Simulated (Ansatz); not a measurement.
# CH3F2SV: one species, many methods

An exercise on one series of results from a longer session: the logs are not shown, and one member is left open.

Method: functionals in def2-TZVPP, the program's frozen cores in correlated methods; program: Ansatz 0.2.0, Gaussian basis.

Plan: LDA (SPW92), PBE-D4, revPBE-D4, BLYP-D4, r2SCAN-D4, B97M-V, PBE0-D4, B3LYP-D4, r2SCANh-D4, r2SCAN0-D4, HSE06-D4, BHLYP-D4, CAM-B3LYP-D4, LC-ωPBE, ωB97X-V, ωB97M-V, B2PLYP, PBE-QIDH; CCSD(T)/def2-SVP; CCSD(T)/def2-TZVPP; MP2/def2-QZVPP; extrapolation to the limit; RPA on PBE.

### Structure used throughout

The geometry comes from an earlier relaxation with PBE0-D4 in a triple-zeta def2 set; it is a stationary point, not always the lowest conformer.

8 atoms, charge 0, spin multiplicity 1.

Atoms are counted from 1 here; the program's logs count them from 0.

Bond lengths: C1–V2 1.987 Å, C1–H6 1.096 Å, C1–H7 1.090 Å, C1–H8 1.090 Å, V2–F3 1.717 Å, V2–F4 1.717 Å, V2–S5 1.989 Å. Angles: V2–C1–H6 103.8°, V2–C1–H7 109.9°, V2–C1–H8 109.9°, H6–C1–H7 111.2°, H6–C1–H8 111.2°, H7–C1–H8 110.7°, C1–V2–F3 105.8°, C1–V2–F4 105.8°, C1–V2–S5 103.0°, F3–V2–F4 117.0°, F3–V2–S5 111.9°, F4–V2–S5 111.9°.

Set-up of the first run:

The input, in.yaml:

```yaml
crystal:
  periodic: [false, false, false]
  atoms:
    - {symbol: C, position_ang: [-0.888003, -0.067357, 0.514056]}
    - {symbol: V, position_ang: [0.818799, -0.028414, -0.501690]}
    - {symbol: F, position_ang: [1.839391, -1.183498, 0.255830]}
    - {symbol: F, position_ang: [0.393812, -0.319432, -2.140091]}
    - {symbol: S, position_ang: [1.464145, 1.831576, -0.220275]}
    - {symbol: H, position_ang: [-1.255724, -1.089151, 0.367526]}
    - {symbol: H, position_ang: [-0.697416, 0.135019, 1.568388]}
    - {symbol: H, position_ang: [-1.582904, 0.664156, 0.100656]}
basis:
  gaussian: {orbitals: def2-TZVPP}
hamiltonian: {xc: lda}
output: {orbitals: {seedname: orbitals}}
```

Started as:

```bash
> ansatz run in.yaml --threads 4 --pin off --events-out ev --progress --plain --max-ram 10444MiB
```

Among the steps run: LDA; PBE-D4 (GGA); revPBE-D4 (GGA); BLYP-D4 (GGA); r2SCAN-D4 (meta-GGA); B97M-V (meta-GGA); PBE0-D4 (hybrid); B3LYP-D4 (hybrid); r2SCANh-D4 (hybrid); r2SCAN0-D4 (hybrid); HSE06-D4 (hybrid); BHLYP-D4 (hybrid); CAM-B3LYP-D4 (range-separated); LC-ωPBE (range-separated); ωB97X-V (range-separated); ωB97M-V (range-separated); B2PLYP (double hybrid); PBE-QIDH (double hybrid).

One of the session's tables, all rows but one given; the rest of the session is left out.

It belongs to the step «Frontier levels by functional». 

| functional | HOMO (eV) | LUMO (eV) | gap (eV) |
| --- | --- | --- | --- |
| LDA (SPW92) | -7.34 | -4.73 | 2.60 |
| PBE-D4 | -7.14 | -4.47 | 2.67 |
| revPBE-D4 | -7.07 | -4.38 | 2.69 |
| BLYP-D4 | -6.99 | -4.35 | 2.64 |
| r2SCAN-D4 | -7.42 | -4.45 | 2.98 |
| B97M-V | -7.46 | -4.40 | 3.06 |
| PBE0-D4 | -8.37 | -3.43 | 4.94 |
| B3LYP-D4 | -8.13 | -3.69 | 4.44 |
| r2SCANh-D4 | -7.88 | -4.03 | 3.84 |
| r2SCAN0-D4 | -8.55 | -3.41 | 5.15 |
| HSE06-D4 | -7.97 | -3.81 | 4.16 |
| BHLYP-D4 | -9.40 | -2.33 | 7.08 |
| CAM-B3LYP-D4 | ? | ? | ? |
| LC-ωPBE | -11.00 | -1.26 | 9.74 |
| ωB97X-V | -10.65 | -1.24 | 9.41 |
| ωB97M-V | -10.50 | -1.19 | 9.32 |

**Question.** Estimate the row for CAM-B3LYP-D4.

The run gave: HOMO (eV): -9.67; LUMO (eV): -2.32; gap (eV): 7.35. In the column «HOMO (eV)» it lies between ωB97M-V (-10.50) and BHLYP-D4 (-9.40).
